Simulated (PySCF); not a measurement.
# C₃H₆BCl₂−: electronic excitations

Aim: predict the electronic excitations of C₃H₆BCl₂− (`[BH3-]C(Cl)(Cl)C=C`).

Computed with PySCF 2.14.0, with density-fitted response routines of our own, on a single molecule in the gas phase. Atoms are numbered from 0 throughout.

**1. Starting geometry**

12 atoms, charge -1, multiplicity 1; geometry from: GFN2-xTB.

Bonds of the start (Å): B0–C1 1.66, C1–Cl2 1.81, C1–Cl3 1.80, C1–C4 1.49, C4–C5 1.32, B0–H6 1.21, B0–H7 1.21, B0–H8 1.21, C4–H9 1.09, C5–H10 1.08, C5–H11 1.08.

**2. Excited states and response: CAM-B3LYP/def2-SVPD**

What the job is given:

```
{"job": {"kind": "uv", "xc": "CAM-B3LYP", "basis": "def2-SVPD", "nstates": 8, "ntriplets": 3}, "charge": -1, "multiplicity": 1}
B     -1.451694     0.523851     0.280554
C     -0.365867    -0.734050     0.250638
Cl    -0.551089    -1.730610    -1.252515
Cl    -0.685803    -1.873812     1.602572
C      1.083864    -0.408596     0.313335
C      1.619866     0.667082    -0.236327
H     -1.189472     1.172338     1.268974
H     -2.569539     0.074947     0.328606
H     -1.295132     1.176222    -0.724916
H      1.714802    -1.121085     0.838869
H      2.679874     0.865888    -0.177605
H      1.011389     1.387139    -0.753492
```

Method: TDDFT CAM-B3LYP/def2-SVPD, vertical, gas phase, core orbitals frozen in the response.

The run is started by

```console
OMP_NUM_THREADS=1 python probes_run.py task.json out
```

This one command runs all jobs of the session in turn.

Predict these results of the whole session: lowest singlet (CAM-B3LYP/def2-SVPD); brightest single state of those computed; lowest triplet.

**Answer**, as computed:

| quantity | value |
| --- | --- |
| lowest singlet (CAM-B3LYP/def2-SVPD) | 5.56 eV (223 nm), f = 0.017 |
| brightest single state of those computed | state 3, 6.13 eV, f = 0.073 |
| lowest triplet | 4.12 eV |

What this shows: The lowest singlet, at 5.56 eV, is HOMO→LUMO 0.61, HOMO−2→LUMO 0.17 and is weak; of the 8 states computed, the strongest absorption comes from state 3 at 6.13 eV (the last state computed is bright too, and its partners may lie past the list). The lowest triplet lies 1.44 eV below the lowest singlet (triplets in Tamm-Dancoff, singlets in full TDDFT). The lowest singlet lies above −ε(HOMO); no detachment energy was computed, so the anion's states may not be bound.
